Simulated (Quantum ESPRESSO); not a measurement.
## MnO2 under changes of volume

One of the cells (9.253 Å³/atom); the others are scaled copies at fixed shape and fractional positions:

```xyz
6
Lattice="4.4004 0.0000 0.0000 0.0000 4.4004 0.0000 0.0000 0.0000 2.8671" Properties=species:S:1:pos:R:3 pbc="T T T"
Mn    2.2002    2.2002    1.4335
Mn    0.0000    0.0000    0.0000
O     3.5420    0.8585    1.4335
O     3.0587    3.0587    0.0000
O     0.8585    3.5420    1.4335
O     1.3418    1.3418    0.0000
```

The cell is a database's computed one.

| Quantity | Value |
| --- | --- |
| Program | Quantum ESPRESSO 7.5 |
| Functional | LDA |
| Potentials or basis | GBRV 1.5 LDA |
| Cutoff | 612 eV |
| Density cutoff | 4898 eV |
| k mesh | 6 × 6 × 9 |
| Occupations | fermi-dirac, width 0.05 eV |
| Spin | collinear spin, ferromagnetic start |
| Starting moments | [4.0, 4.0, 0.0, 0.0, 0.0, 0.0] μB |

```tsv
volume (Å³/atom)	energy over the lowest point (meV/atom)	pressure (GPa)	moment (μB per cell)	largest force (eV/Å)
8.698	0.54	2.5	4.88	0.236
8.883	0.00	-2.2	5.27	0.113
9.068	3.88	-6.3	5.64	0.014
9.253	12.72	-10.7	5.80	0.081
9.438	26.73	-14.7	5.89	0.167
9.623	?	?	?	?
9.808	68.08	-21.6	5.98	0.315
```

**Question.** What does the run at 9.623 Å³/atom give?

**Answer.** Energy over the lowest point 45.36 meV/atom; pressure -18.3 GPa; moment 5.95 μB per cell; largest force 0.245 eV/Å.

Worked out: A Birch-Murnaghan fit of order 3 (a polynomial in V^(-2/3)) to the other rows has its minimum at 8.82 Å³/atom with B0 = V·E''(V) = 199 GPa (rough, since the energies scatter) at fixed shape and positions, which overstates the stiffness. It gives 45.03 meV/atom at 9.623 Å³/atom, against the run's 45.36, and -dE/dV = -18.0 GPa, against -18.3. A parabola through the other rows of the moment, of slope 0.0662 μB per Å³/atom there, gives 5.99 μB, against the run's 5.95.

Energies are extrapolated to zero smearing.

Caveats: only a ferromagnetic start was run, and an antiferromagnetic order may lie lower in energy.
